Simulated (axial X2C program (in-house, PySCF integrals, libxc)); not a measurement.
# BrCuBr: bond lengths and stretches, held linear

How do method and spin–orbit coupling move the bonds and stretches of BrCuBr, held linear?

Method: all-electron X2C, two-component (2c) or spin-free, Br dyall-av3z, Cu dyall-v3z; program: an in-house X2C program for linear molecules on PySCF integrals.

All values are calculated.

2 further runs of the same task are left out: 2 set aside as unsound or not needed.

## 1. Input

Contents of task.json:

```json
{
 "zs": [
  35,
  29,
  35
 ],
 "q": 0,
 "bas": [
  "dyall-av3z",
  "dyall-v3z",
  "dyall-av3z"
 ],
 "r0": [
  2.26,
  2.26
 ],
 "symm": 1,
 "scan": [
  "PBE0",
  "HF",
  "BHandHLYP"
 ],
 "levels": [
  "PBE0",
  "HF",
  "BHandHLYP"
 ],
 "nst": 2
}
```

Keys: zs atomic numbers; q charge; bas basis sets; r0 starting distance in Å; symm equal bonds; scan levels of the two-bond scan (MP2 follows by itself at each HF point); levels methods; nst determinants followed.

Run with:

```
$ python solin.py task.json out
```

Masses Br 78.918, Cu 62.930, Br 78.918 u.

## 2. Scan at PBE0, 2c

State: Ω = 3/2 (beyond evenly filled blocks: ω = 3/2). Energies above the lowest point, from the job's result record:

```
r(Br–Cu) (Å)  r(Cu–Br) (Å)  E (meV)
      2.1265        2.1265    41.36
      2.1265        2.1810    20.06
      2.1265        2.2355    39.20
      2.1810        2.1265    20.06
      2.1810        2.1810     0.00
      2.1810        2.2355    20.19
      2.1810        2.2901    71.81
      2.2355        2.1265    39.20
      2.2355        2.1810    20.19
      2.2355        2.2355    41.25
      2.2901        2.1810    71.81
      2.2901        2.2901   146.45
```

A quadratic surface with cubic terms in each bond gives the minimum at 2.179 and 2.179 Å, force constants 2.18, 2.18 and coupling 0.05 mdyn/Å.

## 3. Scan at HF, 2c

State: Ω = 3/2 (beyond evenly filled blocks: ω = 3/2). Energies above the lowest point, from the job's result record:

```
r(Br–Cu) (Å)  r(Cu–Br) (Å)  E (meV)
      2.1265        2.1265   294.08
      2.1265        2.1810   193.04
      2.1265        2.2355   146.19
      2.1810        2.1265   193.04
      2.1810        2.1810    92.90
      2.1810        2.2355    46.91
      2.1810        2.2901    44.85
      2.2355        2.1265   146.19
      2.2355        2.1810    46.91
      2.2355        2.2355     1.74
      2.2901        2.1810    44.85
      2.2901        2.2901     0.00
```

A quadratic surface with cubic terms in each bond gives the minimum at 2.263 and 2.263 Å, force constants 2.09, 2.09 and coupling 0.04 mdyn/Å.

## 4. Scan at BHandHLYP, 2c

State: Ω = 3/2 (beyond evenly filled blocks: ω = 3/2). Energies above the lowest point, from the job's result record:

```
r(Br–Cu) (Å)  r(Cu–Br) (Å)  E (meV)
      2.1265        2.1265    84.16
      2.1265        2.1810    41.72
      2.1265        2.2355    44.73
      2.1810        2.1265    41.72
      2.1810        2.1810     0.00
      2.1810        2.2355     3.69
      2.1810        2.2901    43.84
      2.2355        2.1265    44.73
      2.2355        2.1810     3.69
      2.2355        2.2355     8.04
      2.2901        2.1810    43.84
      2.2901        2.2901    90.22
```

A quadratic surface with cubic terms in each bond gives the minimum at 2.203 and 2.203 Å, force constants 2.26, 2.26 and coupling 0.04 mdyn/Å.

## 5. Comparison

| level | r(Br–Cu) (Å) | r(Cu–Br) (Å) | lower stretch (cm⁻¹) | upper stretch (cm⁻¹) |
| --- | --- | --- | --- | --- |
| PBE0, 2c | 2.179 | 2.179 | 218.9 | 401.3 |
| HF, 2c | 2.263 | 2.263 | 214.0 | 392.4 |
| BHandHLYP, 2c | 2.203 | 2.203 | 222.0 | 409.3 |
| MP2, 2c | 2.179 | 2.179 | 227.7 | 425.4 |
| PBE0, spin-free | 2.178 | 2.178 | 219.8 | 402.9 |
| HF, spin-free | 2.263 | 2.263 | 214.4 | 393.0 |
| BHandHLYP, spin-free | 2.203 | 2.203 | 222.3 | 409.7 |
| MP2, spin-free | 2.178 | 2.178 | 228.1 | 425.6 |

Scans not shown above were run alike.

What this shows: Over the levels the Br–Cu bond spans 2.178 to 2.263 Å and the Cu–Br bond 2.178 to 2.263 Å. At PBE0 spin–orbit coupling leaves both bonds unchanged to 0.001 Å. Each state is one determinant, the lowest of a limited PBE0 search; the stretches come from a fit to few points and are good to some per cent at best. The stretches are sorted by size, and where the two bonds are alike the symmetric and antisymmetric modes can swap order between levels. MP2 freezes inner shells (threshold -2 hartree). The molecule was held linear; bending was not examined, so a bent shape may lie lower. Note: functional without a current term on a determinant with orbital currents, of the molecule or an atom.
